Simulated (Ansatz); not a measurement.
# BiPt: response to strain

Aim: deform BiPt (equal xx and yy strain of -1 %) and compute stress, forces and field gradients with LAPW, PAW and all-electron datasets made for the crystal.

Method: DFT LDA, scalar-relativistic, in Ansatz 0.2.0.

**1. The system as given**

The structure is hexagonal, space group P6_3/mmc (No. 194). Conventional cell: a = 4.315 Å, b = 4.315 Å, c = 5.490 Å, α = 90.00°, β = 90.00°, γ = 120.00°. Around Bi (site symmetry -6m2) lie 6 Pt at 2.84 Å. Pt (site symmetry -3m) is surrounded by 2 Pt at 2.75 Å and 6 Bi at 2.84 Å.

Structure file:

```
Bi Pt
1.0
     4.31500    0.00000    0.00000
    -2.15750    3.73690    0.00000
     0.00000    0.00000    5.49000
Bi Pt
2 2
Direct
  0.33333 0.66667 0.25000
  0.66667 0.33333 0.75000
  0.00000 0.00000 0.00000
  0.00000 0.00000 0.50000
```

Atoms are numbered in the order of the input: Bi1, Bi2, Pt3, Pt4.

**2. After the deformation**

Space group P6_3/mmc before, P6_3/mmc after.

**3. LAPW, all electrons**

File input.yaml:

```yaml
crystal:
  lattice:
    - [4.271850164, 0.0, 0.0]
    - [-2.1359250821, 3.6995307632, 0.0]
    - [0.0, 0.0, 5.49]
  atoms:
    - { symbol: Bi, position: [0.3333333333, 0.6666666667, 0.25] }
    - { symbol: Bi, position: [0.6666666667, 0.3333333333, 0.75] }
    - { symbol: Pt, position: [0.0, 0.0, 0.0] }
    - { symbol: Pt, position: [0.0, 0.0, 0.5] }
kpoints:
  mp_grid: { grid: [9, 9, 6] }
  band_path:
    path:
      - [0.0, 0.0, 0.0]
      - [0.5, 0.0, 0.0]
      - [0.3333333333, 0.3333333333, 0.0]
      - [0.0, 0.0, 0.0]
      - [0.0, 0.0, 0.5]
      - [0.5, 0.0, 0.5]
      - [0.3333333333, 0.3333333333, 0.5]
      - [0.0, 0.0, 0.5]
      - [0.5, 0.0, 0.5]
    npoints: 5
scf:
  occupations: { method: fermi_dirac, width: 0.05 }
hamiltonian:
  xc: lda
  pseudopotentials: { kind: all_electron, lapw: { basis_error: 0.0005 } }
output:
  forces: true
  stress: true
  eigenvalues: true
```

The run is started by

```
ansatz run input.yaml --threads 1 --pin off --max-ram 4096MiB --backend cpu --events-out ev --progress --plain --runs-dir out
```

**4. Frozen-core PAW**

File input.yaml:

```yaml
crystal:
  lattice:
    - [4.271850164, 0.0, 0.0]
    - [-2.1359250821, 3.6995307632, 0.0]
    - [0.0, 0.0, 5.49]
  atoms:
    - { symbol: Bi, position: [0.3333333333, 0.6666666667, 0.25] }
    - { symbol: Bi, position: [0.6666666667, 0.3333333333, 0.75] }
    - { symbol: Pt, position: [0.0, 0.0, 0.0] }
    - { symbol: Pt, position: [0.0, 0.0, 0.5] }
kpoints:
  mp_grid: { grid: [9, 9, 6] }
scf:
  occupations: { method: fermi_dirac, width: 0.05 }
hamiltonian:
  xc: lda
  pseudopotentials: { kind: paw }
output:
  forces: true
  stress: true
  eigenvalues: true
  efg: { contact_densities: true }
```

**5. All-electron PAW on datasets made for the crystal**

input.yaml, as its differences from that of step 4:

```diff
@@ -16,3 +16,3 @@
   xc: lda
-  pseudopotentials: { kind: paw }
+  pseudopotentials: { kind: all_electron, datasets: crystal }
 output:
```

(Steps that only read results are left out.)

Before running it: what results should come out? Wanted: pressure; largest shear or deviatoric stress.

**Answer**, as computed:

| quantity | value |
| --- | --- |
| pressure | LAPW 2.48, PAW 2.46, crystal datasets 2.48 GPa |
| largest shear or deviatoric stress (LAPW) | 1.37 GPa |

The largest part of the stress beyond the pressure is 1.37 GPa in size, in the zz component; the atoms are carried along and not relaxed. No run of the undeformed cell stands beside it, so pressure and stress hold what the given cell had before the change, as far as its symmetry allows. PAW: stress within 0.03 GPa of LAPW. Crystal datasets: stress within 0.01 GPa of LAPW. Spin-orbit coupling is left out, though the cell holds Bi; in elements this heavy it can shift bands and gaps by tenths of an eV.
